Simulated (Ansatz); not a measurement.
# RbP2: the cost of one run

Method: DFT PBE, scalar-relativistic, plane waves, PAW, in Ansatz 0.2.0.

### Step 1. The structure to begin with

It takes space group P6/mmm (No. 191, hexagonal). Conventional cell: a = 4.230 Å, b = 4.230 Å, c = 4.568 Å, α = 90.00°, β = 90.00°, γ = 120.00°. Rb (site symmetry 6/mmm) is surrounded by 12 P at 3.34 Å. P (site symmetry -6m2) is surrounded by 3 P at 2.44 Å and 6 Rb at 3.34 Å.

Coordinates:

```xyz
3
Lattice="4.2305 0.0000 0.0000 -2.1152 3.6637 0.0000 0.0000 0.0000 4.5678" Properties=species:S:1:pos:R:3 pbc="T T T"
Rb    0.0000    0.0000    0.0000
P     0.0000    2.4425    2.2839
P     2.1152    1.2212    2.2839
```

This is candidate A: AlB2 type (P6/mmm, No. 191).

(A quick probe on a coarse mesh, which set the mesh and smearing, is not shown.)

### Step 3. Coarse relaxation (candidate A)

The input, input.yaml:

```yaml
crystal:
  lattice:
    - [4.2304800407, 0.0, 0.0]
    - [-2.1152400204, 3.6637031855, 0.0]
    - [0.0, 0.0, 4.5677940639]
  atoms:
    - { symbol: Rb, position: [0.0, 0.0, 0.0] }
    - { symbol: P, position: [0.3333333333, 0.6666666667, 0.5] }
    - { symbol: P, position: [0.6666666667, 0.3333333333, 0.5] }
basis:
  ecutwfc: 420
kpoints:
  mp_grid: { grid: [6, 6, 4] }
hamiltonian:
  xc: pbe
scf:
  occupations: { method: gaussian, width: 0.1 }
  lower_state_search: "off"
output:
  forces: true
  stress: true
  eigenvalues: true
relax:
  adjacent_minimum: "off"
  f_tol: 0.04
  max_steps: 70
  cell: { stress_tol: 0.4 }
```

Run with:

```console
$ ansatz run input.yaml --threads 1 --pin off --max-ram 2560MiB --backend cpu --events-out ev --progress --plain --runs-dir out
```

**Question.** How long does this run take on 1 thread of Arm Neoverse V1, shared host, and how much memory does it need?

About 13 s, with a peak of 0.32 GiB.
